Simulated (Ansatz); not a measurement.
# BF2H2N: the cost of one run

Method: PBE0-D4/def2-TZVP structures, single points in def2-TZVPP, no counterpoise correction; program: Ansatz 0.2.0, Gaussian basis.

Levels: SPW92, PBE-D4, BLYP-D4, r2SCAN-D4, B97M-V, PBE0-D4, B3LYP-D4, r2SCAN0-D4, BHLYP-D4, CAM-B3LYP-D4, wB97X-V, wB97M-V, B2PLYP, PBE-QIDH, RPA on PBE, Hartree-Fock, MP2, CCSD, CCSD(T).

Cores are frozen in the correlated methods. B3LYP uses VWN-RPA correlation. B2PLYP carries no dispersion term here.

94 further runs of the same task are left out: 94 set aside as unsound or not needed. Runs told in other sessions of the task aren't counted.

### Step 1. The system as given

The complex: 8 atoms, charge 0, spin multiplicity 1.

Atoms are counted from 1 here; the program's logs count them from 0.

Bond lengths: B1–F3 1.323 Å, B1–F4 1.323 Å, B1–N6 1.408 Å, Cl2–H5 1.298 Å, N6–H7 1.007 Å, N6–H8 1.007 Å. Angles: F3–B1–F4 118.5°, F3–B1–N6 120.7°, F4–B1–N6 120.7°, B1–N6–H7 120.5°, B1–N6–H8 120.5°, H7–N6–H8 114.1°.

Geometry (Å):

```
B    -0.7432    0.9080   -0.0067
Cl    1.9072   -1.6010   -1.4923
F    -1.8604    0.7249   -0.6916
F    -0.1799    2.1052   -0.0247
H     1.0873   -0.9881   -0.6946
N    -0.1459   -0.1573    0.6930
H    -0.6564   -1.0083    0.8608
H     0.5913    0.0165    1.3560
```

Its parts: BF2H2N holds atoms 1, 3, 4, 6, 7, 8; HCl holds atoms 2, 5. Each part counts its atoms afresh in its own runs.

### Step 2. Relaxing BF2H2N alone

Input file relax-a/in.yaml:

```yaml
crystal:
  periodic: [false, false, false]
  atoms:
    - {symbol: B, position_ang: [-0.743153, 0.908020, -0.006673]}
    - {symbol: F, position_ang: [-1.860415, 0.724931, -0.691583]}
    - {symbol: F, position_ang: [-0.179889, 2.105228, -0.024675]}
    - {symbol: N, position_ang: [-0.145871, -0.157256, 0.693046]}
    - {symbol: H, position_ang: [-0.656365, -1.008343, 0.860826]}
    - {symbol: H, position_ang: [0.591331, 0.016451, 1.355965]}
basis:
  gaussian: {orbitals: def2-TZVP}
hamiltonian: {xc: pbe0, dispersion: d4}
relax: {f_tol: 0.005, max_steps: 200}
```

Started as:

```bash
$ ansatz run in.yaml --threads 4 --pin off --events-out ev --progress --plain --max-ram 9574MiB
```

**Question.** How long does this run take on 4 threads of Arm Neoverse V2, shared host?

About 6.5 s.
